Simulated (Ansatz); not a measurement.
# CeF6 ([CeF6]3-): the cost of one run

Program: Ansatz 0.2.0, Gaussian basis. Level of theory: as each input shows. These are calculated values, not measurements.

Levels to be run: PBE-D4/def2-TZVP, r2SCAN-D4/def2-TZVP, PBE-QIDH/def2-TZVP, B2PLYP/def2-TZVP, BHLYP-D4/def2-TZVP, PBE-D4/def2-SVP, PBE0-D4/def2-SVP, MP2/def2-TZVP, RPA/def2-TZVP.

2 further runs of the same task are left out: 2 set aside as unsound or not needed. Runs told in other sessions of the task aren't counted.

### 1 The relaxed structure

The geometry is that of the doublet, from an earlier relaxation (r2SCAN-D4/def2-SVP).

7 atoms, charge -3, spin multiplicity 2.

Atoms are counted from 1 here; the program's logs count them from 0.

Bond lengths: Ce1–F2 2.163 Å, Ce1–F3 2.163 Å, Ce1–F4 2.163 Å, Ce1–F5 2.163 Å, Ce1–F6 2.163 Å, Ce1–F7 2.163 Å. Angles: F2–Ce1–F3 179.9°, F2–Ce1–F4 90.0°, F2–Ce1–F5 90.0°, F2–Ce1–F6 90.0°, F2–Ce1–F7 90.0°, F3–Ce1–F4 90.0°, F3–Ce1–F5 90.0°, F3–Ce1–F6 90.0°, F3–Ce1–F7 90.0°, F4–Ce1–F5 180.0°, F4–Ce1–F6 90.0°, F4–Ce1–F7 90.0°, F5–Ce1–F6 90.0°, F5–Ce1–F7 90.0°, F6–Ce1–F7 180.0°.

Coordinates:

```xyz
7
charge -3, multiplicity 2
Ce    0.00003   -0.00003   -0.00005
F    -0.02005   -0.00237    2.16308
F     0.01809    0.00392   -2.16332
F     2.16322    0.00853    0.01950
F    -2.16317   -0.01005   -0.01926
F    -0.00852    2.16325    0.00316
F     0.01042   -2.16325   -0.00310
```

Ce takes a core potential in the def2 sets. No spin-orbit coupling is included. The ion is computed in the gas phase, without counter-ions or solvent.

PBE0-D4/def2-TZVP was run before; its log isn't repeated, and its numbers join the tables.

### 2 PBE-D4/def2-TZVP

start.molden holds the orbitals of an earlier run on this state, given as this run's starting guess.

in.yaml reads:

```yaml
crystal:
  periodic: [false, false, false]
  atoms:
    - {symbol: Ce, position_ang: [0.000033, -0.000035, -0.000050]}
    - {symbol: F, position_ang: [-0.020052, -0.002368, 2.163075]}
    - {symbol: F, position_ang: [0.018086, 0.003915, -2.163323]}
    - {symbol: F, position_ang: [2.163221, 0.008535, 0.019497]}
    - {symbol: F, position_ang: [-2.163170, -0.010045, -0.019262]}
    - {symbol: F, position_ang: [-0.008523, 2.163250, 0.003159]}
    - {symbol: F, position_ang: [0.010415, -2.163252, -0.003096]}
basis:
  gaussian: {orbitals: def2-TZVP, initial_orbitals: start.molden}
total_charge: -3
magnetization: {spin_polarized: true, initial_magnetization: 1}
hamiltonian: {xc: pbe, dispersion: d4}
scf: {omitted_lower_state_checks: [starts]}
output: {orbitals: {seedname: orbitals}}
```

Launch:

```sh
$ ansatz run in.yaml --threads 4 --pin off --events-out ev --progress --plain --max-ram 8704MiB
```

Q: Estimate wall time and peak memory on 4 threads of Intel Xeon Platinum 8375C at 2.90GHz, shared host.

About 11 s, with a peak of 0.59 GiB.
